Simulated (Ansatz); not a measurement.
**HF/cc-pVDZ run of C2H4FNOSi (SMILES C[SiH](F)N=C=O)**

What is the energy change on altering one bond length of C2H4FNOSi at HF/cc-pVDZ? 

Program for the calculation: Ansatz 0.2.0.

88 further runs of the same task are left out: 88 set aside as unsound or not needed. Runs told in other sessions of the task aren't counted.

## 1. The molecule

C2H4FNOSi: 10 atoms, total charge 0, spin state singlet. As SMILES, `C[SiH](F)N=C=O`. The coordinates come from a PBE0-D4/def2-TZVP relaxation. This is one conformer, not always the lowest.

Bond lengths: C1–Si2 1.842 Å, Si2–F3 1.595 Å, Si2–N4 1.704 Å, N4–C5 1.195 Å, C5–O6 1.163 Å, C1–H7 1.092 Å, C1–H8 1.092 Å, C1–H9 1.093 Å, Si2–H10 1.478 Å. Some angles: C1–Si2–F3 109.5°, C1–Si2–N4 109.7°, F3–Si2–N4 107.8°, Si2–N4–C5 160.7°, N4–C5–O6 177.8°, C1–Si2–H10 113.8°, F3–Si2–H10 107.2°, N4–Si2–H10 108.6°, Si2–C1–H7 110.7°, Si2–C1–H8 110.7°.

## 2. The energy at HF/cc-pVDZ

Contents of input.yaml:

```yaml
crystal:
  periodic: [false, false, false]
  atoms:
    - {symbol: C, position_ang: [-1.318900, -0.731800, 0.573000]}
    - {symbol: Si, position_ang: [0.243800, -0.552500, -0.384700]}
    - {symbol: F, position_ang: [1.343500, -1.551500, 0.196800]}
    - {symbol: "N", position_ang: [0.842100, 1.034600, -0.218600]}
    - {symbol: C, position_ang: [1.568200, 1.980200, -0.298100]}
    - {symbol: O, position_ang: [2.243900, 2.924800, -0.355000]}
    - {symbol: H, position_ang: [-1.152000, -0.507500, 1.629000]}
    - {symbol: H, position_ang: [-1.705900, -1.750300, 0.493100]}
    - {symbol: H, position_ang: [-2.079000, -0.045100, 0.192700]}
    - {symbol: H, position_ang: [0.097700, -0.852100, -1.825100]}
basis:
  gaussian:
    orbitals: cc-pVDZ
hamiltonian:
  xc: hf
accuracy: high
output: {orbitals: {seedname: orbitals}}
```

The run is started by

```sh
$ ansatz run input.yaml --threads 1 --pin off --max-ram 2610MiB --events-out events.jsonl --progress --plain --runs-dir runs
```

Log:

```text
Warning: RAYON_NUM_THREADS=1 ignored (pool sized by the plan → 1); use --threads N
Functional definition: HF
  name "HF"
  exchange = exact_x
  correlation = 0
2440 factors; integrals over basis functions are off by at most 3.7e-9 eV
mean field evaluation 1: about -16210.9880 eV, gradient 4.3e1 eV
mean field evaluation 2: about -16211.1207 eV, gradient 4.4e1 eV
mean field evaluation 4: about -16214.9176 eV, gradient 4.0e0 eV
mean field evaluation 8: about -16214.9709 eV, gradient 4.1e-1 eV
mean field evaluation 16: about -16214.9713 eV, gradient 2.6e-8 eV
mean field -16214.97133737 eV, -595.8892057459 hartree, gradient 2.6e-8 eV, S^2 0.000000; 0 other end points of the search recorded, 0 dependent functions left out
reference -16214.97133737 eV, -595.8892057459 hartree; 27, 27 occupied and 81, 81 virtual orbitals, 2440 factors
Total energy: -16214.97133737 eV, -595.8892057459 hartree
```

Run time: 5.1 s. Hardware: 1 thread of Arm Neoverse V2, shared host; peak memory 0.36 GiB.

## 3. The distorted shape at the same level

Contents of molecule.yaml:

```yaml
crystal:
  periodic: [false, false, false]
  atoms:
    - {symbol: C, position_ang: [-1.202805, -0.426263, 0.596969]}
    - {symbol: Si, position_ang: [0.359895, -0.246963, -0.360731]}
    - {symbol: F, position_ang: [1.459595, -1.245963, 0.220769]}
    - {symbol: N, position_ang: [0.958195, 1.340137, -0.194631]}
    - {symbol: C, position_ang: [1.684295, 2.285737, -0.274131]}
    - {symbol: O, position_ang: [2.359995, 3.230337, -0.331031]}
    - {symbol: H, position_ang: [-1.035905, -0.201963, 1.652969]}
    - {symbol: H, position_ang: [-1.705900, -1.750300, 0.493100]}
    - {symbol: H, position_ang: [-1.962905, 0.260437, 0.216669]}
    - {symbol: H, position_ang: [0.213795, -0.546563, -1.801131]}
basis:
  gaussian:
    orbitals: cc-pVDZ
hamiltonian:
  xc: hf
accuracy: high
output:
  orbitals: {seedname: orbitals}
```

The run is started by

```sh
$ ansatz run molecule.yaml --threads 1 --pin off --max-ram 2610MiB --events-out events.jsonl --progress --plain --runs-dir runs
```

Log:

```text
Warning: RAYON_NUM_THREADS=1 ignored (pool sized by the plan → 1); use --threads N
[... 4 set-up lines as earlier in the session ...]
2450 factors; integrals over basis functions are off by at most 3.5e-9 eV
mean field evaluation 1: about -16209.9033 eV, gradient 4.3e1 eV
mean field evaluation 2: about -16210.0324 eV, gradient 4.3e1 eV
mean field evaluation 4: about -16213.8062 eV, gradient 3.9e0 eV
mean field evaluation 8: about -16213.8608 eV, gradient 4.0e-1 eV
mean field evaluation 16: about -16213.8612 eV, gradient 2.4e-8 eV
mean field -16213.86124756 eV, -595.8484106980 hartree, gradient 2.4e-8 eV, S^2 0.000000; 0 other end points of the search recorded, 0 dependent functions left out
reference -16213.86124756 eV, -595.8484106980 hartree; 27, 27 occupied and 81, 81 virtual orbitals, 2450 factors
Total energy: -16213.86124756 eV, -595.8484106980 hartree
```

Run time: 4.8 s. Hardware: 1 thread of Arm Neoverse V2, shared host; peak memory 0.36 GiB.

## 4. What came out

At HF/cc-pVDZ:

| quantity | value |
| --- | --- |
| first shape: total energy | -595.88921 Eh |
| first shape: HOMO energy | -11.94 eV |
| first shape: LUMO energy | 4.37 eV |
| first shape: HOMO–LUMO gap | 16.31 eV |
| distorted shape: total energy | -595.84841 Eh |
| distorted shape: HOMO energy | -11.97 eV |
| distorted shape: LUMO energy | 3.88 eV |
| distorted shape: HOMO–LUMO gap | 15.85 eV |
| energy change with the C1–H8 bond stretched from 1.092 to 1.420 Å | 1.110 eV |

**Reading.** With the C1–H8 bond stretched from 1.092 to 1.420 Å the energy rises by 1.11 eV (26 kcal/mol). The first shape isn't relaxed at this level, so the change isn't measured from a minimum.
